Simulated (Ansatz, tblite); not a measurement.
**(KH)3 ring (K₃H₃): a ladder of methods and basis sets**

The task here is to estimate one member of a computed series from the others.

Program: Ansatz 0.2.0, Gaussian basis. Level of theory: as each input shows. These are calculated values, not measurements.

The runs, in order: GFN1-xTB, GFN2-xTB, PBE-D4/def2-TZVP, r2SCAN-D4/def2-TZVP, LDA/def2-TZVP, HSE06-D4/def2-TZVP, BLYP-D4/def2-TZVP, LC-ωPBE/def2-TZVP, B97M-V/def2-TZVP, CAM-B3LYP-D4/def2-TZVP, BHLYP-D4/def2-TZVP, PBE-D4/def2-SVP, PBE0-D4/def2-SVP, HF/STO-3G, HF/6-31G, B3LYP-D4/6-31G, CCSD(T)/def2-TZVPP, MP2/def2-TZVP, RPA/def2-TZVP.

## The geometry

The geometry is that of the singlet, from an earlier relaxation (r2SCAN-D4/def2-TZVP).

6 atoms, charge 0, spin multiplicity 1.

Bond lengths: K1–H2 2.469 Å, K1–K3 4.340 Å, K1–K5 4.340 Å, K1–H6 2.469 Å, H2–K3 2.469 Å, K3–H4 2.469 Å, K3–K5 4.340 Å, H4–K5 2.469 Å, K5–H6 2.469 Å. Angles: H2–K1–K3 28.5°, H2–K1–K5 88.5°, H2–K1–H6 117.0°, K3–K1–K5 60.0°, K3–K1–H6 88.5°, K5–K1–H6 28.5°, K1–H2–K3 123.0°, K1–K3–H2 28.5°, K1–K3–H4 88.5°, K1–K3–K5 60.0°, H2–K3–H4 117.0°, H2–K3–K5 88.5°, H4–K3–K5 28.5°, K3–H4–K5 123.0°, K1–K5–K3 60.0°, K1–K5–H4 88.5°, K1–K5–H6 28.5°, K3–K5–H4 28.5° and more.

PBE0-D4/def2-TZVP was run before; its log isn't repeated, and its numbers join the tables.

The first run:

Tight binding, by tblite at 300 K electronic temperature and without a spin-polarisation term:

```python
tblite.interface.Calculator('GFN1-xTB', numbers, positions, charge=0, uhf=0).singlepoint()
```

Tight binding, by tblite at 300 K electronic temperature and without a spin-polarisation term:

```python
tblite.interface.Calculator('GFN2-xTB', numbers, positions, charge=0, uhf=0).singlepoint()
```

start.molden holds the orbitals of an earlier run on this state, given as this run's starting guess.

Contents of in.yaml:

```yaml
crystal:
  periodic: [false, false, false]
  atoms:
    - {symbol: K, position_ang: [1.997700, 1.382382, -0.613546]}
    - {symbol: H, position_ang: [-0.111284, 1.525346, -1.889975]}
    - {symbol: K, position_ang: [-2.112399, 0.189667, -1.334215]}
    - {symbol: H, position_ang: [-1.938355, -1.341757, 0.595026]}
    - {symbol: K, position_ang: [0.114798, -1.572150, 1.947606]}
    - {symbol: H, position_ang: [2.049540, -0.183487, 1.295103]}
basis:
  gaussian: {orbitals: def2-TZVP, initial_orbitals: start.molden}
hamiltonian: {xc: pbe, dispersion: d4}
scf: {omitted_lower_state_checks: [starts]}
output: {orbitals: {seedname: orbitals}}
```

On the command line:

```
$ ansatz run in.yaml --threads 4 --pin off --events-out ev --progress --plain --max-ram 3916MiB
```

Steps of the session up to this table: PBE-D4/def2-TZVP; r2SCAN-D4/def2-TZVP; LDA/def2-TZVP; HSE06-D4/def2-TZVP; BLYP-D4/def2-TZVP; LC-ωPBE/def2-TZVP; B97M-V/def2-TZVP; CAM-B3LYP-D4/def2-TZVP; BHLYP-D4/def2-TZVP; PBE-D4/def2-SVP; PBE0-D4/def2-SVP; HF/STO-3G; HF/6-31G; B3LYP-D4/6-31G; CCSD(T)/def2-TZVPP; MP2/def2-TZVP; RPA/def2-TZVP.

One table of the session follows, with a row left open; its other results are not shown here.

| level | HOMO (eV) | LUMO (eV) | gap (eV) |
| --- | --- | --- | --- |
| HF/STO-3G | -4.37 | 5.96 | 10.34 |
| HF/6-31G | -7.03 | 0.62 | 7.65 |
| LDA/def2-TZVP | -3.70 | -0.67 | 3.03 |
| PBE-D4/def2-SVP | -3.56 | -0.70 | 2.86 |
| PBE-D4/def2-TZVP | -3.58 | -0.66 | 2.91 |
| BLYP-D4/def2-TZVP | -3.49 | -0.67 | 2.82 |
| r2SCAN-D4/def2-TZVP | ? | ? | ? |
| B97M-V/def2-TZVP | -3.86 | -0.53 | 3.33 |
| B3LYP-D4/6-31G | -4.40 | -0.44 | 3.96 |
| PBE0-D4/def2-SVP | -4.54 | -0.24 | 4.30 |
| PBE0-D4/def2-TZVP | -4.57 | -0.20 | 4.38 |
| HSE06-D4/def2-TZVP | -4.17 | -0.46 | 3.71 |
| BHLYP-D4/def2-TZVP | -5.55 | 0.07 | 5.63 |
| CAM-B3LYP-D4/def2-TZVP | -5.90 | 0.17 | 6.08 |
| LC-ωPBE/def2-TZVP | -7.17 | 0.71 | 7.88 |

Q: Estimate the row for r2SCAN-D4/def2-TZVP from the others.

The run gave: HOMO (eV): -3.68; LUMO (eV): 0.10; gap (eV): 3.78. In the column «HOMO (eV)» it lies between LDA/def2-TZVP (-3.70) and PBE-D4/def2-TZVP (-3.58).
